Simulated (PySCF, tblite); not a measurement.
# C5H4F2O2: dynamics, then NMR shifts on frames, part 2 of 2

tblite 0.8.0 and PySCF 2.14.0. Atoms count from 0. The steps go on from the part before.

### Step 5. Nuclear shieldings: 625 fs, PBE0/pcSseg-1

Job settings and geometry (Å):

```
{"job": {"kind": "nmr", "xc": "PBE0", "basis": "pcSseg-1", "pop": false}, "charge": 0, "multiplicity": 1}
O     -1.070700     1.410600     0.446700
C     -0.392300     0.421700     0.549300
C      0.948200     0.103500     1.083400
C      0.511000    -1.356800     1.067100
C     -0.648100    -1.088100     0.403600
O     -1.718400    -1.810000    -0.095800
C     -2.917300    -1.330400     0.283800
F     -3.688400    -1.256000    -0.826200
F     -3.591500    -2.167400     1.110300
H      1.794600     0.293200     0.421700
H      1.139900     0.699600     2.066000
H      0.755600    -2.306700     1.515500
H     -2.786900    -0.342700     0.771500
```

Level: GIAO PBE0/pcSseg-1 NMR shielding, non-relativistic, gas phase.

Standard output:

```text
coarse grid: 12256 points
cycle   1  E = -542.0666173794  dE =  1.762e+00  |g| = 1.101e+00  |ddm| = 3.413e+00
cycle   2  E = -541.4988319488  dE =  5.678e-01  |g| = 2.073e+00  |ddm| = 2.486e+00
cycle   3  E = -542.2648706293  dE = -7.660e-01  |g| = 3.269e-01  |ddm| = 1.970e+00
cycle   4  E = -542.2843670112  dE = -1.950e-02  |g| = 9.500e-02  |ddm| = 2.828e-01
cycle   5  E = -542.2857722127  dE = -1.405e-03  |g| = 2.800e-02  |ddm| = 8.327e-02
cycle   6  E = -542.2859252155  dE = -1.530e-04  |g| = 1.117e-02  |ddm| = 3.199e-02
cycle   7  E = -542.2859523373  dE = -2.712e-05  |g| = 3.204e-03  |ddm| = 1.015e-02
cycle   8  E = -542.2859544106  dE = -2.073e-06  |g| = 6.872e-04  |ddm| = 3.130e-03
final grid: 123152 points
cycle   9  E = -542.3734973301  dE = -1.852e-05  |g| = 1.499e-02  |ddm| = 2.684e-02
cycle  10  E = -542.3733783125  dE =  1.190e-04  |g| = 2.925e-02  |ddm| = 2.965e-02
cycle  11  E = -542.3735369428  dE = -1.586e-04  |g| = 2.998e-03  |ddm| = 2.170e-02
cycle  12  E = -542.3735385495  dE = -1.607e-06  |g| = 2.830e-04  |ddm| = 2.190e-03
cycle  13  E = -542.3735385601  dE = -1.060e-08  |g| = 1.493e-04  |ddm| = 3.537e-04
cycle  14  E = -542.3735385645  dE = -4.436e-09  |g| = 4.331e-05  |ddm| = 1.417e-04
cycle  15  E = -542.3735385648  dE = -2.603e-10  |g| = 1.291e-05  |ddm| = 3.029e-05
converged SCF energy = -542.3735385648

GIAO shielding tensors (ppm)
atom      isotropic    diamagn.    paramagn.     s11        s22        s33       span
  0 O     -253.156     400.152    -653.308   -760.326   -323.648    324.504   1084.830
  1 C       -7.693     250.211    -257.904    -93.337     -1.130     71.388    164.725
  2 C      139.846     251.848    -112.002    117.614    146.451    155.472     37.858
  3 C       34.199     255.760    -221.561    -99.702     51.295    151.004    250.706
  4 C       13.783     261.125    -247.343    -79.537     45.366     75.519    155.055
  5 O      149.016     400.567    -251.551    104.510    124.010    218.528    114.018
  6 C       63.764     248.485    -184.722     44.422     63.423     83.446     39.024
  7 F      260.053     468.987    -208.934    164.946    273.051    342.163    177.217
  8 F      264.611     465.957    -201.346    167.996    279.199    346.639    178.643
  9 H       27.823      29.662      -1.838     24.704     26.697     32.068      7.364
 10 H       27.092      26.751       0.340     24.409     25.211     31.655      7.247
 11 H       23.543      30.019      -6.476     18.234     24.650     27.745      9.511
 12 H       24.561      28.705      -4.144     20.698     24.554     28.430      7.732
```

Run time: 19 s. Hardware: 1 thread of Arm Neoverse V1, shared host; peak memory 0.82 GiB.

This run: δ C1 194.6, C4 173.1, C3 152.7, C6 123.2, H11 8.17, H12 7.16 ppm.

### Step 6. Shielding tensors: 800 fs, PBE0/pcSseg-1

Job settings and geometry (Å):

```
{"job": {"kind": "nmr", "xc": "PBE0", "basis": "pcSseg-1", "pop": false}, "charge": 0, "multiplicity": 1}
O     -0.774400     1.504800     0.187400
C     -0.545400     0.445200     0.655800
C      0.798700    -0.100800     1.254400
C      0.261700    -1.445000     0.765200
C     -1.005400    -0.982100     0.542500
O     -2.019900    -1.554600    -0.172000
C     -3.221300    -1.005600    -0.106900
F     -3.912300    -1.369500    -1.206200
F     -3.832400    -1.508000     1.016400
H      1.773400     0.331800     0.833200
H      0.830200    -0.111100     2.289600
H      0.711200    -2.355500     0.427000
H     -3.246800     0.107700    -0.035900
```

With the program's defaults for keys left out, this is: GIAO PBE0/pcSseg-1 NMR shielding, non-relativistic, gas phase.

Standard output:

```text
coarse grid: 12256 points
cycle   1  E = -542.0627935316  dE =  1.809e+00  |g| = 1.106e+00  |ddm| = 3.401e+00
cycle   2  E = -541.5153312122  dE =  5.475e-01  |g| = 2.057e+00  |ddm| = 2.413e+00
cycle   3  E = -542.2634052525  dE = -7.481e-01  |g| = 3.156e-01  |ddm| = 1.912e+00
cycle   4  E = -542.2815140206  dE = -1.811e-02  |g| = 9.284e-02  |ddm| = 2.772e-01
cycle   5  E = -542.2828196610  dE = -1.306e-03  |g| = 2.972e-02  |ddm| = 8.128e-02
cycle   6  E = -542.2829912608  dE = -1.716e-04  |g| = 1.193e-02  |ddm| = 3.385e-02
cycle   7  E = -542.2830231833  dE = -3.192e-05  |g| = 3.141e-03  |ddm| = 1.079e-02
cycle   8  E = -542.2830252218  dE = -2.039e-06  |g| = 5.981e-04  |ddm| = 3.155e-03
final grid: 123152 points
cycle   9  E = -542.3711014145  dE = -1.740e-05  |g| = 1.505e-02  |ddm| = 2.473e-02
cycle  10  E = -542.3709845542  dE =  1.169e-04  |g| = 2.906e-02  |ddm| = 2.946e-02
cycle  11  E = -542.3711420641  dE = -1.575e-04  |g| = 2.821e-03  |ddm| = 2.141e-02
cycle  12  E = -542.3711434959  dE = -1.432e-06  |g| = 2.963e-04  |ddm| = 2.094e-03
cycle  13  E = -542.3711435074  dE = -1.150e-08  |g| = 1.414e-04  |ddm| = 3.168e-04
cycle  14  E = -542.3711435116  dE = -4.176e-09  |g| = 5.043e-05  |ddm| = 1.436e-04
cycle  15  E = -542.3711435121  dE = -5.448e-10  |g| = 1.659e-05  |ddm| = 5.329e-05
converged SCF energy = -542.3711435121

GIAO shielding tensors (ppm)
atom      isotropic    diamagn.    paramagn.     s11        s22        s33       span
  0 O     -171.682     401.176    -572.859   -604.406   -270.664    360.023    964.429
  1 C       13.157     252.135    -238.978    -78.224     34.323     83.373    161.597
  2 C      139.380     251.875    -112.495    112.124    144.792    161.226     49.101
  3 C       37.220     259.962    -222.742    -92.167     38.358    165.468    257.634
  4 C       22.818     263.665    -240.847    -62.376     42.782     88.050    150.426
  5 O      145.799     399.452    -253.653     97.773    132.251    207.372    109.599
  6 C       64.791     248.142    -183.351     48.374     69.757     76.241     27.867
  7 F      270.056     467.042    -196.986    180.819    282.533    346.815    165.996
  8 F      245.282     469.240    -223.958    146.363    240.570    348.913    202.550
  9 H       27.690      29.055      -1.365     24.569     25.993     32.508      7.939
 10 H       29.155      31.043      -1.888     25.870     28.644     32.949      7.079
 11 H       23.915      32.239      -8.324     18.953     24.986     27.806      8.853
 12 H       24.301      28.472      -4.171     20.999     23.571     28.331      7.331
```

It took 19 s on 1 thread of Arm Neoverse V1, shared host; peak memory 0.82 GiB.

Key values: δ C1 173.8, C4 164.1, C3 149.7, C6 122.1, H11 7.80, H12 7.42 ppm.

### Step 7. Nuclear shieldings: 1000 fs, PBE0/pcSseg-1

Job settings and geometry (Å):

```
{"job": {"kind": "nmr", "xc": "PBE0", "basis": "pcSseg-1", "pop": false}, "charge": 0, "multiplicity": 1}
O     -0.893500     1.227700     0.426600
C     -0.561700     0.122300     0.724200
C      0.763900    -0.576700     1.348000
C      0.042000    -1.853300     1.104700
C     -1.099900    -1.319500     0.623200
O     -2.206700    -1.959200     0.075300
C     -3.309000    -1.115600    -0.068400
F     -4.156000    -1.945400    -0.694300
F     -3.765900    -0.628100     1.116300
H      1.717000    -0.547300     0.741500
H      1.061300    -0.531600     2.355100
H      0.107800    -2.802200     1.436100
H     -3.249300    -0.193700    -0.618600
```

Method: GIAO PBE0/pcSseg-1 NMR shielding, non-relativistic, gas phase.

Standard output:

```text
coarse grid: 12256 points
cycle   1  E = -542.0516051706  dE =  1.717e+00  |g| = 1.108e+00  |ddm| = 3.440e+00
cycle   2  E = -541.4930473865  dE =  5.586e-01  |g| = 2.086e+00  |ddm| = 2.157e+00
cycle   3  E = -542.2543176732  dE = -7.613e-01  |g| = 3.123e-01  |ddm| = 1.668e+00
cycle   4  E = -542.2720588908  dE = -1.774e-02  |g| = 9.832e-02  |ddm| = 2.766e-01
cycle   5  E = -542.2735783392  dE = -1.519e-03  |g| = 3.096e-02  |ddm| = 8.931e-02
cycle   6  E = -542.2737859185  dE = -2.076e-04  |g| = 1.109e-02  |ddm| = 3.508e-02
cycle   7  E = -542.2738129562  dE = -2.704e-05  |g| = 3.108e-03  |ddm| = 9.923e-03
cycle   8  E = -542.2738148593  dE = -1.903e-06  |g| = 7.701e-04  |ddm| = 3.037e-03
final grid: 123152 points
cycle   9  E = -542.3619243656  dE = -1.396e-05  |g| = 1.603e-02  |ddm| = 2.614e-02
cycle  10  E = -542.3617893209  dE =  1.350e-04  |g| = 3.129e-02  |ddm| = 2.963e-02
cycle  11  E = -542.3619695066  dE = -1.802e-04  |g| = 3.150e-03  |ddm| = 2.171e-02
cycle  12  E = -542.3619713039  dE = -1.797e-06  |g| = 3.680e-04  |ddm| = 2.219e-03
cycle  13  E = -542.3619713231  dE = -1.922e-08  |g| = 1.807e-04  |ddm| = 4.234e-04
cycle  14  E = -542.3619713294  dE = -6.327e-09  |g| = 5.432e-05  |ddm| = 1.635e-04
cycle  15  E = -542.3619713298  dE = -4.118e-10  |g| = 1.308e-05  |ddm| = 3.583e-05
converged SCF energy = -542.3619713298

GIAO shielding tensors (ppm)
atom      isotropic    diamagn.    paramagn.     s11        s22        s33       span
  0 O     -256.165     401.364    -657.528   -713.589   -323.104    268.199    981.788
  1 C        1.040     250.082    -249.042    -88.988     37.380     54.728    143.715
  2 C      141.591     248.712    -107.121    119.182    145.706    159.886     40.703
  3 C       36.137     255.625    -219.488    -91.100     36.367    163.144    254.243
  4 C       22.321     265.036    -242.715    -69.548     64.234     72.276    141.823
  5 O      129.245     397.895    -268.649     73.220    138.593    175.923    102.703
  6 C       61.781     245.104    -183.322     39.269     68.366     77.709     38.440
  7 F      271.838     463.965    -192.126    190.886    286.242    338.387    147.501
  8 F      254.825     471.278    -216.453    161.268    266.249    336.958    175.690
  9 H       27.672      29.269      -1.597     24.786     25.830     32.399      7.613
 10 H       28.963      30.037      -1.074     25.891     27.643     33.354      7.463
 11 H       24.772      33.238      -8.467     18.159     26.830     29.326     11.167
 12 H       24.689      29.997      -5.308     21.878     23.982     28.207      6.329
```

It took 19 s on 1 thread of Arm Neoverse V1, shared host; peak memory 0.82 GiB.

Key values: δ C1 185.9, C4 164.6, C3 150.8, C6 125.1, H12 7.03, H11 6.95 ppm.

### Step 8. Side by side: NMR shifts

Shifts (ppm) of some atoms, chosen among heavy atoms and hydrogens apart, with basis size and wall time:

```
  frame     C4   H12   H10     O0     O5     F8      F7  functions  time
 250 fs  146.4  9.00  3.83  597.1  188.0  -62.1   -95.1        173  19 s
 425 fs  153.2  7.99  3.73  572.1  181.1  -52.8   -70.8        173  19 s
 625 fs  173.1  7.16  4.63  589.2  187.1  -93.7   -89.1        173  19 s
 800 fs  164.1  7.42  2.56  507.8  190.3  -74.3   -99.1        173  19 s
1000 fs  164.6  7.03  2.75  592.2  206.8  -83.9  -100.9        173  19 s
```

### Step 9. Outcome

This closing draws on all 2 parts.

```
                                        quantity                                 value
                                      thermostat                                 400 K
                   mean temperature, second half                                 398 K
         mean potential energy above the minimum                               0.63 eV
  ¹³C shifts against TMS (PBE0/pcSseg-1, 250 fs)  186.8, 146.4, 142.3, 128.7, 51.0 ppm
   ¹H shifts against TMS (PBE0/pcSseg-1, 250 fs)            9.00, 7.98, 3.83, 3.15 ppm
  ¹⁷O shifts against H2O (PBE0/pcSseg-1, 250 fs)                      597.1, 188.0 ppm
¹⁹F shifts against CFCl3 (PBE0/pcSseg-1, 250 fs)                      -62.1, -95.1 ppm
                        range of the shift of O0                    507.8 to 597.1 ppm
```

In words: In the second half the potential energy averages 0.63 eV above the minimum; equipartition over 33 harmonic modes at 400 K would give 0.57 eV. With 13 atoms the temperature swings widely (180 to 576 K). Shifts at one fixed geometry are not the observed spectrum, which averages over the motion. In the first frame run (250 fs): The widest tensor belongs to O0: span 1042 ppm, with a paramagnetic part of -661 ppm. In ppm, O0 moves most: its shift spreads over 89.4 ppm, from 507.8 (800 fs) to 597.1 (250 fs).
